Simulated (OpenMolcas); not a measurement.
# F⁺: CASSCF and CASPT2 terms and fine-structure levels, part 2 of 2

Which level of F⁺ lies lowest, and where do the others fall? The reference wave functions come first, then spin-orbit coupling, then second-order correlation under several settings.

OpenMolcas 26.06; ANO-R1, X2C, active space 4 electrons in 3 orbitals (2p), orbitals: per spin and parity.

## (7) CASPT2: IPEA 0, imaginary shift 0.1 (closed shells correlated: 1s 2s)

Input file a.inp:

```
>>> COPY JOB001 $Project.JobIph
&CASPT2
Multistate=3 1 2 3
Frozen=0 0
IPEA=0.0
Imaginary=0.1
MaxIter=60
WThr=0.0 0.3 0.05
PrWF=0.5
NoMix
>>> COPY JOB002 $Project.JobIph
&CASPT2
Multistate=6 1 2 3 4 5 6
Frozen=0 0
IPEA=0.0
Imaginary=0.1
MaxIter=60
WThr=0.0 0.3 0.05
PrWF=0.5
NoMix
```

Launch:

```
OMP_NUM_THREADS=1 MOLCAS_MEM=1689 MOLCAS_PROJECT=a pymolcas a.inp > a.log
```

Output:

```text
Orbital specifications:
      -----------------------

      Symmetry species                           1   2
                                                ag  au
      Frozen orbitals                            0   0
      Inactive orbitals                          2   0
      Active orbitals                            0   3
      Secondary orbitals                         6   3
      Deleted orbitals                           0   0
      Number of basis functions                  8   6
Type of calculation                        MS-CASPT2
      Fock operator                              state-specific
      IPEA shift                                 0.00
      Real shift                                 0.00
      Imaginary shift                            0.10
      The input orbitals will be transformed to quasi-canonical
Reference energy:         -98.9170210685
      E2 (Non-variational):      -0.1035062568
      Shift correction:          -0.0000456641
      E2 (Variational):          -0.1035519209
      Total energy:             -99.0205729894
      Residual norm:              0.0000008934
      Reference weight:           0.97995
      Contributions to the CASPT2 correlation energy
      Active & Virtual Only:         -0.0561013812
      One Inactive Excited:          -0.0416048080
      Two Inactive Excited:          -0.0058000675
Reference energy:         -98.9170210685
      E2 (Non-variational):      -0.1035062568
      Shift correction:          -0.0000456641
      E2 (Variational):          -0.1035519209
      Total energy:             -99.0205729894
      Residual norm:              0.0000008934
      Reference weight:           0.97995
      Contributions to the CASPT2 correlation energy
      Active & Virtual Only:         -0.0561013812
      One Inactive Excited:          -0.0416048080
      Two Inactive Excited:          -0.0058000675
::    CASPT2 Root  1     Total energy:    -99.02057299
::    CASPT2 Root  2     Total energy:    -99.02057299
::    CASPT2 Root  3     Total energy:    -99.02057299
::    MS-CASPT2 Root  1     Total energy:    -99.02057299
::    MS-CASPT2 Root  2     Total energy:    -99.02057299
::    MS-CASPT2 Root  3     Total energy:    -99.02057299
Orbital specifications:
      -----------------------

      Symmetry species                           1   2
                                                ag  au
      Frozen orbitals                            0   0
      Inactive orbitals                          2   0
      Active orbitals                            0   3
      Secondary orbitals                         6   3
      Deleted orbitals                           0   0
      Number of basis functions                  8   6
Type of calculation                        MS-CASPT2
      Fock operator                              state-specific
      IPEA shift                                 0.00
      Real shift                                 0.00
      Imaginary shift                            0.10
      The input orbitals will be transformed to quasi-canonical
Reference energy:         -98.8141420652
      E2 (Non-variational):      -0.1075626045
      Shift correction:          -0.0000442441
      E2 (Variational):          -0.1076068486
      Total energy:             -98.9217489138
      Residual norm:              0.0000009660
      Reference weight:           0.97948
      Contributions to the CASPT2 correlation energy
      Active & Virtual Only:         -0.0578260926
      One Inactive Excited:          -0.0438512662
      Two Inactive Excited:          -0.0058852458
Reference energy:         -98.8141420652
      E2 (Non-variational):      -0.1075788825
      Shift correction:          -0.0000443534
      E2 (Variational):          -0.1076232359
      Total energy:             -98.9217653011
      Residual norm:              0.0000006805
      Reference weight:           0.97947
      Contributions to the CASPT2 correlation energy
      Active & Virtual Only:         -0.0578256529
      One Inactive Excited:          -0.0438686079
      Two Inactive Excited:          -0.0058846216
::    CASPT2 Root  1     Total energy:    -98.92174891
::    CASPT2 Root  2     Total energy:    -98.92176530
::    CASPT2 Root  3     Total energy:    -98.92171677
::    CASPT2 Root  4     Total energy:    -98.92172670
::    CASPT2 Root  5     Total energy:    -98.92177156
::    CASPT2 Root  6     Total energy:    -98.80224633
::    MS-CASPT2 Root  1     Total energy:    -98.92177685
::    MS-CASPT2 Root  2     Total energy:    -98.92176801
::    MS-CASPT2 Root  3     Total energy:    -98.92175292
::    MS-CASPT2 Root  4     Total energy:    -98.92174222
::    MS-CASPT2 Root  5     Total energy:    -98.92171488
::    MS-CASPT2 Root  6     Total energy:    -98.80222069
```

This run took 0.63 s in all on 1 thread, shared host.

SS-CASPT2: lowest energy less the reference's lowest, -0.1036 hartree; reference weights 0.962 to 0.980. These are the single-state energies of the run (the lines without MS-).

The roots that group into whole terms:

| configuration | term | E (eV) | spread (cm-1) |
| --- | --- | --- | --- |
| 2s2 2p4 | 3P | 0.0000 | 0 |
| 2s2 2p4 | 1D | 2.689 | 12 |
| 2s2 2p4 | 1S | 5.941 | 0 |

Fine-structure levels, from the RASSI matrix with the averaged CASPT2 term energies on its diagonal:

```csv
Configuration,Term,J,E (eV),Leading %
2s2 2p4,3P,2,0.0000,100
2s2 2p4,3P,1,0.0399,100
2s2 2p4,3P,0,0.0593,100
2s2 2p4,1D,2,2.710,100
2s2 2p4,1S,0,5.962,100
```

## (8) Levels by method

A. CASSCF
B. SS-CASPT2, IPEA 0.25, imaginary shift 0.1 (closed shells correlated: 1s 2s)
C. SS-CASPT2, IPEA 0, imaginary shift 0.1 (closed shells correlated: 1s 2s)

Energies in eV above each method's lowest level; measured values from NIST Handbook of Basic Atomic Spectroscopic Data.

```csv
level,A,B,C,measured
2s2 2p4 3P2,0.0000,0.0000,0.0000,0.0000
2s2 2p4 3P1,0.0399,0.0400,0.0399,0.0423
2s2 2p4 3P0,0.0593,0.0593,0.0593,0.0607
2s2 2p4 1D2,2.8199,2.686,2.710,2.5880
2s2 2p4 1S0,6.9947,5.993,5.962,5.5691
```

Mean absolute deviation from the 4 measured excited levels that all methods hold: A 3300 cm⁻¹, B 1100 cm⁻¹, C 1000 cm⁻¹.

## (9) Summary of results

What follows sums up all 2 parts.

| quantity | value |
| --- | --- |
| method | SS-CASPT2, IPEA 0.25, imaginary shift 0.1 (closed shells correlated: 1s 2s) |
| lowest level | 2s2 2p4 3P2, 100 % of that term, g = 1.501 |
| ground level listed by NIST | 3P2 |
| first excited level | 2s2 2p4 3P1 at 0.0400 eV |
| lowest level of another term | 2s2 2p4 1D2 at 2.686 eV |
| spin-orbit lowering of the lowest level | 0.0201 eV |
| strongest of the lines computed, by gA (one parity, so forbidden lines), at SS-CASPT2 energies | 2s2 2p4 1S0 → 2s2 2p4 1D2, 375 nm, A = 3.69e+00 s⁻¹ |

Cost and accuracy by method:

```
                                              method  time of its own steps  time with the reference  mean absolute difference from the measured levels (cm-1)
                                           A. CASSCF                    2 s                      2 s                                                      3300
B. SS-CASPT2, IPEA 0.25, imaginary shift 0.1, +1s 2s                 0.68 s                    2.7 s                                                      1100
   C. SS-CASPT2, IPEA 0, imaginary shift 0.1, +1s 2s                 0.63 s                    2.6 s                                                      1000
```

Times are of one thread on a shared host.

**Reading.** The multiplet 3P is inverted; its intervals divided by the larger J differ by 3 % of their mean, where Landé's rule for pure LS coupling makes them equal. Second-order correlation (method B) scales the levels of the lowest configuration above 5000 cm⁻¹ by 0.86 to 0.95. Method C lies closest to the measured levels (1000 cm⁻¹ on average, level with B) and A farthest (3300). Only the configurations of the active space and the roots asked for are present. CASPT2 does not keep the components of a term degenerate, and the means are used. With the s shell closed, the highest p terms come out too high. Levels of other configurations are missing from the list.
